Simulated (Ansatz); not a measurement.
**AlN3H6 + H2: a complex and its separated parts**

The complex below is one end of an elementary step. How strongly is it bound against its free parts?

The runs use Ansatz 0.2.0, Gaussian basis; PBE0-D4/def2-TZVP structures, single points in def2-TZVPP, no counterpoise correction.

Levels: SPW92, PBE-D4, BLYP-D4, r2SCAN-D4, B97M-V, PBE0-D4, B3LYP-D4, r2SCAN0-D4, BHLYP-D4, CAM-B3LYP-D4, wB97X-V, wB97M-V, B2PLYP, PBE-QIDH, RPA on PBE, Hartree-Fock, MP2, CCSD, CCSD(T).

Correlated methods freeze the cores. B3LYP uses VWN-RPA correlation. B2PLYP carries no dispersion term here.

94 further runs of the same task are left out: 94 set aside as unsound or not needed.

### Step 1. The starting structure

The complex: 12 atoms, charge 0, spin multiplicity 1.

Atoms are counted from 1 here; the program's logs count them from 0.

Bond lengths: Al1–N2 1.773 Å, Al1–N3 1.770 Å, Al1–N4 1.770 Å, N2–H7 1.006 Å, N2–H8 1.006 Å, N3–H9 1.006 Å, N3–H10 1.006 Å, N4–H11 1.006 Å, N4–H12 1.006 Å, H5–H6 0.749 Å. Angles: N2–Al1–N3 120.0°, N2–Al1–N4 119.6°, N3–Al1–N4 120.3°, Al1–N2–H7 124.8°, Al1–N2–H8 125.0°, H7–N2–H8 110.0°, Al1–N3–H9 125.0°, Al1–N3–H10 125.0°, H9–N3–H10 110.0°, Al1–N4–H11 124.8°, Al1–N4–H12 125.1°, H11–N4–H12 110.1°.

Coordinates:

```
Al   -0.6108   -0.2312    0.0604
N     0.0795    1.2818    0.6745
N    -1.7420   -0.2004   -1.3009
N    -0.1525   -1.7690    0.8072
H     2.6915    1.1416   -0.2156
H     3.4138    1.1362   -0.4140
H     0.5360    1.3850    1.5652
H    -0.0020    2.1779    0.2244
H    -2.1931    0.6249   -1.6574
H    -2.0255   -1.0053   -1.8334
H     0.6190   -1.8929    1.4407
H    -0.6137   -2.6487    0.6489
```

Its parts: AlN3H6 holds atoms 1, 2, 3, 4, 7, 8, 9, 10, 11, 12; H2 holds atoms 5, 6. Each part counts its atoms afresh in its own runs.

### Step 2. Relaxing AlN3H6 alone

The input, relax-a/in.yaml:

```yaml
crystal:
  periodic: [false, false, false]
  atoms:
    - {symbol: Al, position_ang: [-0.610830, -0.231168, 0.060370]}
    - {symbol: N, position_ang: [0.079492, 1.281825, 0.674535]}
    - {symbol: N, position_ang: [-1.742003, -0.200391, -1.300872]}
    - {symbol: N, position_ang: [-0.152520, -1.768963, 0.807239]}
    - {symbol: H, position_ang: [0.535977, 1.384982, 1.565216]}
    - {symbol: H, position_ang: [-0.002007, 2.177867, 0.224364]}
    - {symbol: H, position_ang: [-2.193073, 0.624944, -1.657405]}
    - {symbol: H, position_ang: [-2.025505, -1.005265, -1.833433]}
    - {symbol: H, position_ang: [0.619046, -1.892943, 1.440675]}
    - {symbol: H, position_ang: [-0.613675, -2.648692, 0.648869]}
basis:
  gaussian: {orbitals: def2-TZVP}
hamiltonian: {xc: pbe0, dispersion: d4}
relax: {f_tol: 0.005, max_steps: 200}
```

Launch:

```
> ansatz run in.yaml --threads 4 --pin off --events-out ev --progress --plain --max-ram 9574MiB
```

The runs that follow: Relaxing H2 alone; SPW92/def2-TZVPP; PBE-D4/def2-TZVPP; BLYP-D4/def2-TZVPP; r2SCAN-D4/def2-TZVPP; B97M-V/def2-TZVPP; PBE0-D4/def2-TZVPP; B3LYP-D4/def2-TZVPP; r2SCAN0-D4/def2-TZVPP; BHLYP-D4/def2-TZVPP; CAM-B3LYP-D4/def2-TZVPP; wB97X-V/def2-TZVPP; wB97M-V/def2-TZVPP; B2PLYP/def2-TZVPP; PBE-QIDH/def2-TZVPP; RPA on PBE/def2-TZVPP; CCSD(T)/def2-TZVPP; Vibrations of AlN3H6; Vibrations of H2.

**Question.** What will these runs give? Wanted: complex less parts, CCSD(T)/def2-TZVPP; with zero-point energy; largest T1 diagnostic.

As calculated:

| quantity | value |
| --- | --- |
| complex less parts, CCSD(T)/def2-TZVPP | -2.78 kJ/mol |
| with zero-point energy | +2.75 kJ/mol |
| largest T1 diagnostic | 0.011 |

In words: At CCSD(T) the complex lies 2.78 kJ/mol below its parts. The functionals run from PBE-QIDH, off by +0.16 kJ/mol, to SPW92, off by -5.58 kJ/mol, against CCSD(T). Mean unsigned error by rung: LDA 5.58, GGA 2.16, meta-GGA 1.10, hybrid 1.13, range-separated hybrid 0.90, double hybrid 0.47 kJ/mol. PBE-D4 gives a relative energy 2.94 kJ/mol too low, an error of 106 % of the reference. No counterpoise was applied, and triple zeta lacks some correlation, so the CCSD(T) reference has a basis error of its own, and close matches with it are partly luck.
